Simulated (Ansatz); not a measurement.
# C₂H₃NSi (SMILES [SiH2]=C1C=N1): one structure at several levels

One table from this session's results is given with a row withheld; the runs are named, their logs left out.

Computed with Ansatz 0.2.0, Gaussian basis. Level: single points in def2-TZVPP.

Cores are frozen in the correlated methods.

### Starting geometry

7 atoms, charge 0, spin multiplicity 1.

Atoms are counted from 1 here; the program's logs count them from 0.

Bond lengths: Si1–C2 1.761 Å, Si1–H5 1.577 Å, Si1–H6 1.462 Å, C2–C3 1.375 Å, C2–N4 1.535 Å, C3–N4 1.271 Å, C3–H7 1.110 Å. Angles: C2–Si1–H5 124.7°, C2–Si1–H6 119.0°, H5–Si1–H6 114.3°, Si1–C2–C3 155.6°, Si1–C2–N4 139.5°, C3–C2–N4 51.4°, C2–C3–N4 70.8°, C2–C3–H7 152.7°, N4–C3–H7 136.6°, C2–N4–C3 57.8°.

As a file:

```
Si   -0.7005    1.1519   -0.4688
C    -0.0384   -0.3726    0.1129
C     0.9334   -1.2054    0.6169
N     0.4478   -1.7192   -0.4394
H    -1.6224    1.3036   -1.7395
H    -0.7180    2.3058    0.4296
H     1.7136   -1.4741    1.3589
```

Set-up of the first run:

run/in.yaml reads:

```yaml
crystal:
  periodic: [false, false, false]
  atoms:
    - {symbol: Si, position_ang: [-0.700492, 1.151922, -0.468832]}
    - {symbol: C, position_ang: [-0.038397, -0.372608, 0.112893]}
    - {symbol: C, position_ang: [0.933410, -1.205358, 0.616886]}
    - {symbol: N, position_ang: [0.447766, -1.719226, -0.439380]}
    - {symbol: H, position_ang: [-1.622395, 1.303635, -1.739536]}
    - {symbol: H, position_ang: [-0.718046, 2.305802, 0.429552]}
    - {symbol: H, position_ang: [1.713553, -1.474055, 1.358870]}
basis:
  gaussian: {orbitals: def2-TZVPP}
hamiltonian: {xc: pbe, dispersion: d4}
output: {forces: true}
```

On the command line:

```bash
$ ansatz run in.yaml --threads 2 --pin off --events-out ev --progress --plain --max-ram 3481MiB
```

Steps of the session up to this table: PBE-D4/def2-TZVPP; r2SCAN-D4/def2-TZVPP; PBE0-D4/def2-TZVPP; wB97M-V/def2-TZVPP; CCSD(T)/def2-TZVPP.

One of the session's tables, all rows but one given; the rest of the session is left out.

```
   method  RMS force component (eV/Å)  angle to CCSD(T) forces (°)  dipole (D)
   PBE-D4                       0.738                         10.0        2.01
r2SCAN-D4                           ?                            ?           ?
  PBE0-D4                       0.782                         30.4        2.07
  wB97M-V                       0.915                         28.8        2.10
  CCSD(T)                       0.888                    reference        2.05
```

Estimate the missing values for r2SCAN-D4.

As computed: RMS force component (eV/Å): 0.718; angle to CCSD(T) forces (°): 18.2; dipole (D): 2.09. In the column «RMS force component (eV/Å)» it is the lowest.
